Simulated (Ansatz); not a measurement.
**ZrC (quintet): from a generated start to a stationary point**

Where does this start of ZrC (quintet) end when it is relaxed?

Method: UKS PBE0/def2-TZVP; program: Ansatz 0.2.0, Gaussian basis.

## Step 1: The starting structure

2 atoms, charge 0, spin multiplicity 5.

Atoms are counted from 1 here; the program's logs count them from 0.

Bond lengths: Zr1–C2 2.210 Å.

The start is set by covalent radii. Sticks and bond lists go by distance. No spin-orbit coupling is included. Elements past krypton take def2 core potentials.

## Step 2: The run

File in.yaml:

```yaml
crystal:
  periodic: [false, false, false]
  atoms:
    - {symbol: Zr, position_ang: [0.000000, 0.000000, 0.000000]}
    - {symbol: C, position_ang: [0.000000, 0.000000, 2.210000]}
basis:
  gaussian: {orbitals: def2-TZVP}
magnetization: {spin_polarized: true, initial_magnetization: 4}
hamiltonian: {xc: pbe0}
relax: {f_tol: 0.004, max_steps: 80}
```

Run with:

```
$ ansatz run in.yaml --threads 1 --pin off --events-out ev --progress --plain --max-ram 2176MiB
```

Q: Predict the outcome of this session. Wanted: energy gained; shift from the start; total energy; dipole moment; ⟨S²⟩.

The runs gave:

| quantity | value |
| --- | --- |
| steps | 4 |
| energy gained | 0.489 eV |
| shift from the start (rms) | 0.140 Å |
| total energy | -2308.6764 eV |
| dipole moment | 3.84 D |
| ⟨S²⟩ | 6.006 |

In words: The bonds of the start are those of the end. Zr1–C2 went from 2.210 to 1.930 Å. No vibrations were run, so this is a stationary point, not a proven minimum, and this spin need not be the ground state's.
